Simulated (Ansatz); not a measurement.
# CdSb3O: the cost of one run

Computed with Ansatz 0.2.0 (DFT PBE, scalar-relativistic, plane waves, PAW, unless a step's input says otherwise).

### Step 1. The starting structure

It takes space group R-3m (No. 166, trigonal). The conventional cell has a = 4.401 Å, b = 4.401 Å, c = 13.427 Å, α = 90.00°, β = 90.00°, γ = 120.00°. Cd (site symmetry -3m) has 6 Sb at 2.20 Å as nearest neighbours. Sb (site symmetry 2/m) is surrounded by 4 Sb at 2.20 Å and 2 Cd at 2.20 Å and 2 O at 2.57 Å. Around O (site symmetry -3m) lie 6 Sb at 2.57 Å.

Structure file:

```
CELL_PARAMETERS angstrom
2.20068 1.27056 4.47557
-2.20068 1.27056 4.47557
0.00000 -2.54113 4.47557
ATOMIC_POSITIONS crystal
Cd 0.00000 0.00000 0.00000
Sb 0.50000 0.50000 0.00000
Sb 0.00000 0.50000 0.50000
Sb 0.50000 0.00000 0.50000
O 0.50000 0.50000 0.50000
```

The cell is invented: random cell by space group and Wyckoff sites (R-3m, No. 166). Its size is a rough estimate.

### Step 2. Probe: one point on a coarse mesh

input.yaml

```yaml
crystal:
  lattice:
    - [2.20068175, 1.2705642, 4.47557054]
    - [-2.20068175, 1.2705642, 4.47557054]
    - [0.0, -2.5411284, 4.47557054]
  atoms:
    - { symbol: Cd, position: [0.0, 0.0, 0.0] }
    - { symbol: Sb, position: [0.5, 0.5, 0.0] }
    - { symbol: Sb, position: [0.0, 0.5, 0.5] }
    - { symbol: Sb, position: [0.5, 0.0, 0.5] }
    - { symbol: O, position: [0.5, 0.5, 0.5] }
basis:
  ecutwfc: 420
kpoints:
  mp_grid: { grid: [6, 6, 6] }
hamiltonian:
  xc: pbe
scf:
  occupations: { method: gaussian, width: 0.1 }
  lower_state_search: "off"
output:
  forces: true
  stress: true
  eigenvalues: true
```

Run with:

```console
$ ansatz run input.yaml --threads 1 --pin off --max-ram 2560MiB --backend cpu --events-out ev --progress --plain --runs-dir out
```

Q: Estimate wall time and peak memory on 1 thread of Intel Xeon 6975P-C (Granite Rapids), shared host.

About 3.4 s, with a peak of 0.46 GiB.
